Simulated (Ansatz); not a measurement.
**SiH (SMILES [SiH]) at RPA@PBE/6-311G(d,p)**

What is the electronic atomisation energy of SiH at RPA@PBE/6-311G**? 

The calculation is run with Ansatz 0.2.0.

66 further runs of the same task are left out: 2 that didn't finish, 64 set aside as unsound or not needed.

## Step 1: Starting point

The species is SiH (2 atoms), meant as a doublet with charge 0. As SMILES, `[SiH]`. Geometry: relaxed at GFN2-xTB.

Bond lengths: Si1–H2 1.517 Å.

## Step 2: A single-point energy at RPA@PBE/6-311G(d,p)

The input, job.yaml:

```yaml
crystal:
  periodic: [false, false, false]
  atoms:
    - {symbol: Si, position_ang: [0.000000, 0.000000, 0.000000]}
    - {symbol: H, position_ang: [0.000000, 0.000000, 1.516560]}
basis:
  gaussian:
    orbitals: 6-311G_st__st_-spherical.json
correlation:
  method: rpa
  frozen_orbitals: {H: 0, Si: 5}
magnetization:
  spin_polarized: true
  initial_magnetization: 1
hamiltonian:
  xc: pbe
accuracy: high
```

The basis set 6-311G** is read from a file made from the Basis Set Exchange's data (not shown).

Command:

```
$ ansatz run job.yaml --threads 1 --pin off --max-ram 2610MiB --events-out events.jsonl --progress --plain --runs-dir runs
```

Log:

```text
Warning: RAYON_NUM_THREADS=1 ignored (pool sized by the plan → 1); use --threads N
Functional definition: PBE
  name "PBE"
  parameter kappa = 0.804
  parameter beta = 0.06672455060314922
  exchange = pbe_x(kappa = kappa, mu = beta*pi^2/3)
  correlation = pbe_c(beta = beta)
456 factors; integrals over basis functions are off by at most 4.1e-9 eV
mean field evaluation 1: about -7886.3666 eV, gradient 7.5e0 eV
mean field evaluation 2: about -7886.3636 eV, gradient 7.5e0 eV
mean field evaluation 4: about -7886.8427 eV, gradient 9.4e-1 eV
mean field evaluation 8: about -7886.8517 eV, gradient 4.0e-3 eV
mean field evaluation 16: about -7886.8517 eV, gradient 5.1e-7 eV
mean field evaluation 32: about -7886.7709 eV, gradient 2.8e0 eV
mean field -7886.85168481 eV, -289.8364535168 hartree, gradient 2.5e-9 eV, S^2 0.752830; 4 other end points of the search recorded, 0 dependent functions left out
5 core orbitals not correlated: weight in the atoms' cores, before any rotation towards them, 1.000 or more for the frozen orbitals, at most 0.000 for the correlated occupied ones
reference -7875.49857199 eV, -289.4192343160 hartree; 3, 2 occupied and 24, 25 virtual orbitals, 456 factors
Total energy: -7879.69654382 eV, -289.5735069351 hartree
```

Wall time 1.6 s (1 thread of Arm Neoverse V2, shared host); peak memory 0.12 GiB.

## Step 3: The H atom

The input, molecule.yaml:

```yaml
crystal:
  periodic: [false, false, false]
  atoms:
    - symbol: H
      position_ang: [0.000000, 0.000000, 0.000000]
basis:
  gaussian:
    orbitals: 6-311G_st__st_.json
magnetization:
  spin_polarized: true
  initial_magnetization: 1
hamiltonian:
  xc: {name: PBE}
correlation:
  method: rpa
  frozen_orbitals: {H: 0}
accuracy: high
```

The basis set 6-311G** is read from a file made from the Basis Set Exchange's data (not shown).

Run the same way, it converges to -0.51359 Eh (log not shown).

## Step 4: The Si atom at the same level

The input, run.yaml:

```yaml
crystal:
  periodic: [false, false, false]
  atoms:
    - symbol: Si
      position_ang: [0.000000, 0.000000, 0.000000]
basis:
  gaussian:
    orbitals: 6-311G_st__st_-spherical.json
magnetization:
  spin_polarized: true
  initial_magnetization: 2
hamiltonian:
  xc: {name: PBE}
correlation:
  method: rpa
  frozen_orbitals: {Si: 5}
accuracy: high
```

The basis set 6-311G** is read from a file made from the Basis Set Exchange's data (not shown).

Run the same way, it converges to -288.94971 Eh (log not shown).

## Step 5: Summary of results

Level: RPA@PBE/6-311G**, 5 core orbitals frozen.

```
                                   quantity          value
                     molecule: total energy  -289.57351 Eh
 molecule: RPA correlation energy (valence)     -154.3 mEh
molecule: ⟨S²⟩ of the reference determinant          0.753
                       H atom: total energy    -0.51359 Eh
             H atom: RPA correlation energy      -14.2 mEh
  H atom: ⟨S²⟩ of the reference determinant          0.750
                      Si atom: total energy  -288.94971 Eh
  Si atom: RPA correlation energy (valence)     -107.9 mEh
 Si atom: ⟨S²⟩ of the reference determinant          2.002
              electronic atomisation energy       2.999 eV
```

What this shows: Taking the molecule apart into free atoms costs 3.00 eV (69 kcal/mol), before zero-point energy and without spin-orbit coupling.
